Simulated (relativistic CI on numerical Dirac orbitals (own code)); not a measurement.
# Pt XVII (Pt¹⁶⁺): levels and lines

What are the lowest levels and the strongest lines of Pt¹⁶⁺? One CI run answers it; further runs change one setting each.

Method: Dirac-Coulomb-Breit CI, KLI orbitals optimised for each configuration, model QED (radiative potential, 1s self-energy scaled to tabulated hydrogen-like ionisation energies). Code: relativistic CI on numerical Dirac orbitals (own code) version 4.

## 1. Starting point

| Property | Result |
| --- | --- |
| ion | Pt¹⁶⁺ (Pt XVII) |
| nuclear charge | 78 |
| electrons | 62 |
| isotope | A = 195 |
| first configuration typed | [Kr] 4d10 4f14 5s2 |

Outer shells as boxes (Hund's rule):

first configuration typed
```
[Kr] core
4d [↑↓][↑↓][↑↓][↑↓][↑↓]
4f [↑↓][↑↓][↑↓][↑↓][↑↓][↑↓][↑↓]
5s [↑↓]
```

## 2. Base run

Settings of the run:

```ini
atom Pt  Z=78  charge=16  electrons=62
nucleus A=195  rms_radius_fm=5.4270
hamiltonian dirac-coulomb  breit=on  qed=on  c_scale=1
orbitals kli  potential=per-configuration
slater_scale 1
correlation none
mixing on
configurations
  [Kr] 4d10 4f14 5s2
  [Kr] 4d10 4f14 5s 5p
  [Kr] 4d10 4f13 5s2 5p
  [Kr] 4d10 4f14 5s 5d
  [Kr] 4d10 4f14 5s 5f
  [Kr] 4d10 4f13 5s2 5d
  [Kr] 4d10 4f14 5p 5d
  [Kr] 4d10 4f14 5s 5g
  [Kr] 4d10 4f14 5p2
  [Kr] 4d10 4f13 5p3
  [Kr] 4d10 4f13 5p2 5d
  [Kr] 4d10 4f14 5d2
  [Kr] 4d10 4f13 5p 5d2
  [Kr] 4d10 4f13 5d3
end
```

Started as:

```console
python run_levels.py task.json out
```

One command runs all members of the session, one after another, from task.json.

## 3. Without QED terms

Settings: those of step 2 with these lines changed.

```diff
@@ -2,3 +2,3 @@
 nucleus A=195  rms_radius_fm=5.4270
-hamiltonian dirac-coulomb  breit=on  qed=on  c_scale=1
+hamiltonian dirac-coulomb  breit=on  qed=off  c_scale=1
 orbitals kli  potential=per-configuration
```

## 4. Without the Breit term

Settings: those of step 3 with these lines changed.

```diff
@@ -2,3 +2,3 @@
 nucleus A=195  rms_radius_fm=5.4270
-hamiltonian dirac-coulomb  breit=on  qed=off  c_scale=1
+hamiltonian dirac-coulomb  breit=off  qed=on  c_scale=1
 orbitals kli  potential=per-configuration
```

(Steps that only read results are left out.)

What does the calculation give? Wanted: lowest level; first excitation; lowest level of the other parity; fastest E1 line; ionisation energy.

The runs gave:

| run | time | mean size of shift, levels followed (cm⁻¹) | lowest level | ionisation energy (eV) |
| --- | --- | --- | --- | --- |
| main run | 1.3 s | 0 | 5s2 1S0 | 414.61 |
| without QED terms | 1 s | 1017 | 5s2 1S0 | 414.55 |
| without the Breit term | 1 s | 3176 | 5s2 1S0 | 414.49 |

The tabulated theoretical ionisation energy (NIST) is 392 eV.

| quantity | value |
| --- | --- |
| lowest level | 5s2 1S0 |
| first excitation | 5s 5p 3P°0, 278017 cm⁻¹ |
| lowest level of the other parity | 5s 5p 3P°0, 278017 cm⁻¹ |
| levels in the model | 1071 |
| fastest E1 line (by rate) to the lowest level among the lowest 200 of 1071 levels | 9.580 nm, from 4f13 5s2 5d 1P°1 |
| ionisation energy | 414.61 eV |
| ionisation energy, tabulated theoretical (NIST) | 392 eV |

5s2 1S0 comes out lowest; its LS label holds 99 % and its jj label 99 %; over the low levels the means are 72 and 98 %, so jj coupling describes them better. The ionisation energy from the two ground configurations alone is 5.8 % above the tabulated theoretical value. The largest mover is «without the Breit term» (3176 cm⁻¹ on average). Low levels that differ in the count of f electrons can be misplaced by several ten thousand cm⁻¹. Lifetimes count radiative decay inside the model alone.
